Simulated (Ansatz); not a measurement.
# AlClH5NOSi: the cost of one run

Program: Ansatz 0.2.0. Level of theory: RKS B3LYP/STO-3G. These are calculated values, not measurements.

### 1 Starting point

Bond lengths: Al1–Cl2 2.230 Å, Al1–O3 1.780 Å, O3–Si4 1.680 Å, Si4–H5 1.460 Å, Si4–H6 1.460 Å, Si4–H7 1.460 Å, Al1–N8 1.920 Å, N8–H9 1.060 Å, N8–H10 1.060 Å. Angles: Cl2–Al1–O3 120.0°, Cl2–Al1–N8 120.0°, O3–Al1–N8 120.0°, Al1–O3–Si4 125.0°, O3–Si4–H5 109.5°, O3–Si4–H6 109.5°, O3–Si4–H7 109.5°, H5–Si4–H6 109.4°, H5–Si4–H7 109.4°, H6–Si4–H7 109.4°, Al1–N8–H9 120.0°, Al1–N8–H10 120.0°, H9–N8–H10 120.0°.

Structure file:

```xyz
10

Al    0.0000    0.0000    0.0000
Cl    0.0000    0.0000    2.2300
O     1.5415    0.0000   -0.8900
Si    2.3874   -1.3760   -1.3520
H     1.4599   -2.3514   -1.9176
H     3.3882   -1.0195   -2.3535
H     3.0504   -1.9546   -0.1870
N    -1.6627    0.0000   -0.9600
H    -2.3316   -0.8164   -0.8614
H    -1.9118    0.8164   -1.5886
```

### 2 Relaxing the start

input.yaml reads:

```yaml
crystal:
  periodic: [false, false, false]
  atoms:
    - { symbol: Al, position_ang: [0.0, 0.0, 0.0] }
    - { symbol: Cl, position_ang: [0.0, 0.0, 2.23] }
    - { symbol: O, position_ang: [1.5415, 0.0, -0.89] }
    - { symbol: Si, position_ang: [2.3874, -1.376, -1.352] }
    - { symbol: H, position_ang: [1.4599, -2.3514, -1.9176] }
    - { symbol: H, position_ang: [3.3882, -1.0195, -2.3535] }
    - { symbol: H, position_ang: [3.0504, -1.9546, -0.187] }
    - { symbol: "N", position_ang: [-1.6627, 0.0, -0.96] }
    - { symbol: H, position_ang: [-2.3316, -0.8164, -0.8614] }
    - { symbol: H, position_ang: [-1.9118, 0.8164, -1.5886] }
basis:
  gaussian: { orbitals: STO-3G }
hamiltonian:
  xc: b3lyp
relax:
  f_tol: 0.02
  max_steps: 40
```

Command:

```sh
ansatz run input.yaml --threads 1 --pin off --max-ram 2048MiB --backend cpu --events-out ev --progress --plain --runs-dir out
```

What time and memory should one allow on 1 thread of Arm Neoverse V2, shared host?

About 77 s, with a peak of 0.17 GiB.
